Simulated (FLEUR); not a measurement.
**NbTe: band structure with RPBE**

NbTe:

```
Te Nb
1.0
     3.70297    0.00000    0.00000
    -1.85149    3.20687    0.00000
     0.00000    0.00000    3.69421
Te Nb
1 1
Cartesian
  1.8515 1.0690 0.0000
  0.0000 0.0000 1.8471
```

The cell comes from a database or a generator and needn't be the stable form of this composition.

```json
{
 "Program": "FLEUR MaX-R8.1 (later development tree)",
 "Task": "band structure",
 "Functional": "RPBE",
 "Potentials or basis": "all-electron",
 "Basis": "FLAPW",
 "Kmax": "4.22 1/bohr",
 "k mesh": "8 × 8 × 7",
 "Occupations": "fermi-dirac, width 0.05 eV",
 "Spin": "no spin polarisation",
 "Gmax": "13.1 1/bohr",
 "Muffin-tin radii": "Te 2.32, Nb 2.58 bohr",
 "lmax": "Te 9, Nb 10",
 "lnonsphr": "Te 9, Nb 10",
 "Local orbitals a species": "Te 6, Nb 5",
 "Max iterations": "60",
 "Mixing factor": "0.05",
 "Mixer": "Anderson",
 "Mixer history": "15",
 "Density convergence": "1e-05 me/bohr^3"
}
```

```
Band gap along the path                               : none (metal or under the smearing width)
Valence electrons inside the program's atomic spheres : Te 19.17; Nb 11.14 (radii Te 2.32, Nb 2.58 bohr)
```

Levels at the corners of the path, in eV from the Fermi level:
```
point  band 14  band 15  band 16  band 17  band 18  band 19  band 20  band 21
    Γ    -3.18    -3.18    -2.99    -2.40     0.12     0.12     2.43     2.43
    M    -7.22    -3.87    -2.65    -2.64    -0.21     1.24     1.52     3.00
    K    -6.53    -5.47    -3.81    -0.96    -0.13     0.22     0.42     4.62
    Γ    -3.18    -3.18    -2.99    -2.40     0.12     0.12     2.43     2.43
    A    -7.58    -2.66    -2.66    -0.97    -0.97     0.70     1.64     1.64
    L    -6.02    -5.92    -4.28    -1.41     1.16     1.30     1.82     2.80
    H    -6.27    -5.81    -4.53    -1.14     1.16     1.70     2.13     2.80
    A    -7.58    -2.66    -2.66    -0.97    -0.97     0.70     1.64     1.64
    L    -6.02    -5.92    -4.28    -1.41     1.16     1.30     1.82     2.80
    M    -7.22    -3.87    -2.65    -2.64    -0.21     1.24     1.52     3.00
    K    -6.53    -5.47    -3.81    -0.96    -0.13     0.22     0.42     4.62
    H    -6.27    -5.81    -4.53    -1.14     1.16     1.70     2.13     2.80
```

Core levels (eV from the Fermi level):
| atom | levels |
| --- | --- |
| 1 Te | 1s1/2 -31605.1, 2s1/2 -4841.8, 2p1/2 -4534.7, 2p3/2 -4260.3, 3s1/2 -960.6, 3p1/2 -834.6, 3p3/2 -783.4, 4s1/2 -160.9, 3d3/2 -561.8, 3d5/2 -551.1 |
| 2 Nb | 1s1/2 -18798.2, 2s1/2 -2626.3, 2p1/2 -2408.9, 2p3/2 -2313.2, 3s1/2 -436.1, 3p1/2 -354.4, 3p3/2 -338.8, 3d3/2 -194.9, 3d5/2 -192.0 |

Wall time 110 s on 1 thread of Arm Neoverse V2, on a shared host, peak memory 0.09 GiB.

Caveat: spin-orbit coupling is left out, which moves the levels of the heavy elements.
